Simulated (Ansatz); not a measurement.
**FH₅O₃Si₂: basis-set convergence**

Aim: see how fast density functionals converge with the basis set for FH₅O₃Si₂.

Program: Ansatz 0.2.0, Gaussian basis. Level of theory: one geometry, several basis sets. These are calculated values, not measurements.

Plan: PBE0-D4/def2-SVP; ωB97M-V/def2-SVP; PBE0-D4/def2-QZVPP; ωB97M-V/def2-QZVPP; the functionals' def2-TZVPP values are taken from earlier runs.

**1. Structure used throughout**

All runs share one geometry, relaxed beforehand with PBE0-D4 in a triple-zeta def2 set.

SMILES `O[Si](O)(F)O[SiH3]`, 11 atoms, charge 0, spin multiplicity 1.

Atoms are counted from 1 here; the program's logs count them from 0.

Bond lengths: O1–Si2 1.623 Å, O1–H7 0.958 Å, Si2–O3 1.618 Å, Si2–F4 1.588 Å, Si2–O5 1.606 Å, O3–H8 0.958 Å, O5–Si6 1.641 Å, Si6–H9 1.483 Å, Si6–H10 1.484 Å, Si6–H11 1.484 Å. Angles: Si2–O1–H7 118.5°, O1–Si2–O3 108.8°, O1–Si2–F4 108.0°, O1–Si2–O5 113.6°, O3–Si2–F4 111.4°, O3–Si2–O5 108.2°, F4–Si2–O5 106.8°, Si2–O3–H8 118.4°, Si2–O5–Si6 145.4°, O5–Si6–H9 107.5°, O5–Si6–H10 110.2°, O5–Si6–H11 110.1°, H9–Si6–H10 109.7°, H9–Si6–H11 109.8°, H10–Si6–H11 109.6°.

**2. PBE0-D4 in def2-SVP**

Contents of in.yaml:

```yaml
crystal:
  periodic: [false, false, false]
  atoms:
    - {symbol: O, position_ang: [-0.061734, -0.240347, 2.278161]}
    - {symbol: Si, position_ang: [-0.032579, -0.801166, 0.755342]}
    - {symbol: O, position_ang: [-1.553954, -1.045396, 0.260168]}
    - {symbol: F, position_ang: [0.804821, -2.150192, 0.745680]}
    - {symbol: O, position_ang: [0.678304, 0.194842, -0.284222]}
    - {symbol: Si, position_ang: [0.454418, 1.197438, -1.564136]}
    - {symbol: H, position_ang: [0.746326, -0.268734, 2.791491]}
    - {symbol: H, position_ang: [-2.173631, -1.443895, 0.871919]}
    - {symbol: H, position_ang: [1.744554, 1.879700, -1.825638]}
    - {symbol: H, position_ang: [-0.589744, 2.204430, -1.249684]}
    - {symbol: H, position_ang: [0.048719, 0.416221, -2.758582]}
basis:
  gaussian: {orbitals: def2-SVP}
hamiltonian: {xc: pbe0, dispersion: d4}
output: {orbitals: {seedname: orbitals}}
```

Launch:

```bash
$ ansatz run in.yaml --threads 4 --pin off --events-out ev --progress --plain --max-ram 10444MiB
```

Further steps of the session: ωB97M-V in def2-SVP; PBE0-D4 in def2-QZVPP; ωB97M-V in def2-QZVPP.

**Question.** What will the summary of the whole plan be? Wanted: PBE0-D4: double and triple zeta above quadruple; ωB97M-V: double and triple zeta above quadruple.

As calculated:

| quantity | value |
| --- | --- |
| PBE0-D4: double and triple zeta above quadruple | 18.58, 1.10 eV |
| ωB97M-V: double and triple zeta above quadruple | 18.72, 1.02 eV |

In words: For PBE0-D4 the step from double to triple zeta gains 17.48 eV and the next only 1.10 eV. Total energies overstate the basis error of differences, where much of it tends to cancel. The LUMO of ωB97M-V is positive and keeps falling with the basis (2.39 to 1.08 eV): an unbound level that the basis holds in place.
